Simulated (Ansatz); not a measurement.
# 4 CH3CH2OH in a periodic box: a dynamics run in two tries

The task is a short trajectory. The molecules were packed at random to 0.789 g/cm³.

Method: DFT PBE+D3(BJ), plane waves, PAW, scalar-relativistic, no spin polarisation, in Ansatz 0.2.0.

## (1) Starting point

The cell holds 36 atoms (C8H24O4): a = 7.294 Å, b = 7.294 Å, c = 7.294 Å, α = 90.00°, β = 90.00°, γ = 90.00°.

The coordinates stand in the first input below.

## (2) First try

The input, input.yaml:

```yaml
accuracy: low
crystal:
  lattice:
    - [7.293633, 0.0, 0.0]
    - [0.0, 7.293633, 0.0]
    - [0.0, 0.0, 7.293633]
  atoms:
    - { symbol: C, position: [0.15475748, 0.09035368, 0.84267869] }
    - { symbol: C, position: [0.06650164, 0.25550594, 0.75414385] }
    - { symbol: O, position: [-0.11115834, 0.20136023, 0.70234617] }
    - { symbol: H, position: [-0.13624355, 0.26390703, 0.58381562] }
    - { symbol: H, position: [0.04179703, 0.36786749, 0.85088408] }
    - { symbol: H, position: [0.15048231, 0.30207481, 0.62937436] }
    - { symbol: H, position: [0.29356855, 0.13611163, 0.87741745] }
    - { symbol: H, position: [0.0981624, 0.06618785, 0.97648072] }
    - { symbol: H, position: [0.16722724, -0.02943983, 0.75440961] }
    - { symbol: C, position: [0.7944965, 0.7719761, 0.93989412] }
    - { symbol: C, position: [0.65286912, 0.61119898, 0.90718526] }
    - { symbol: O, position: [0.70187207, 0.44125569, 0.99203541] }
    - { symbol: H, position: [0.76024442, 0.36039813, 0.90159687] }
    - { symbol: H, position: [0.52376741, 0.65121596, 0.97943021] }
    - { symbol: H, position: [0.62348262, 0.59266135, 0.76051842] }
    - { symbol: H, position: [0.76954115, 0.87896097, 0.83997791] }
    - { symbol: H, position: [0.77047967, 0.8370642, 1.06801289] }
    - { symbol: H, position: [0.93850548, 0.72265122, 0.94521329] }
    - { symbol: C, position: [0.42588708, 0.0901479, 0.29509336] }
    - { symbol: C, position: [0.30828225, 0.26081962, 0.28400508] }
    - { symbol: O, position: [0.11879285, 0.20711266, 0.27767747] }
    - { symbol: H, position: [0.0466823, 0.30174818, 0.21833753] }
    - { symbol: H, position: [0.33807273, 0.36502196, 0.38881473] }
    - { symbol: H, position: [0.33579423, 0.33319203, 0.14873223] }
    - { symbol: H, position: [0.58144904, 0.12500196, 0.30899906] }
    - { symbol: H, position: [0.38512438, -0.00435739, 0.39886025] }
    - { symbol: H, position: [0.42105474, 0.01065359, 0.17053068] }
    - { symbol: C, position: [0.96951726, 0.63876793, 0.37183974] }
    - { symbol: C, position: [0.90100829, 0.81759061, 0.44865895] }
    - { symbol: O, position: [0.70115417, 0.82276007, 0.46635082] }
    - { symbol: H, position: [0.66490333, 0.91322933, 0.55287031] }
    - { symbol: H, position: [0.95943933, 0.85362004, 0.58141659] }
    - { symbol: H, position: [0.92741562, 0.93026655, 0.354988] }
    - { symbol: H, position: [1.12928948, 0.64165801, 0.37788061] }
    - { symbol: H, position: [0.92338868, 0.53196433, 0.46913724] }
    - { symbol: H, position: [0.91594359, 0.61246896, 0.2334567] }
basis:
  ecutwfc: 420.0
kpoints:
  mp_grid: { grid: [1, 1, 1] }
hamiltonian:
  xc: pbe
  dispersion: d3bj
scf:
  occupations: { method: fermi_dirac, width: 0.05 }
  lower_state_search: "off"
  max_iter: 89
md:
  timestep: 0.75
  n_steps: 25
  ensemble: nve
  temperature: 300.0
  initial_velocities: maxwell_boltzmann
  seed: 837525
  friction: 0.01
```

Run with:

```
ansatz run input.yaml --threads 1 --pin off --max-ram 3072MiB --backend cpu --events-out ev --progress --plain --runs-dir out
```

**Question.** What will these runs give? Wanted: first try.

As calculated:

```
 quantity                                                                           value
first try                                                                         refused
    cause  friction belongs to the Langevin ensembles, and this run is at constant energy
```

**Reading.** The fault in the first input was caught at the input check and cost nothing.
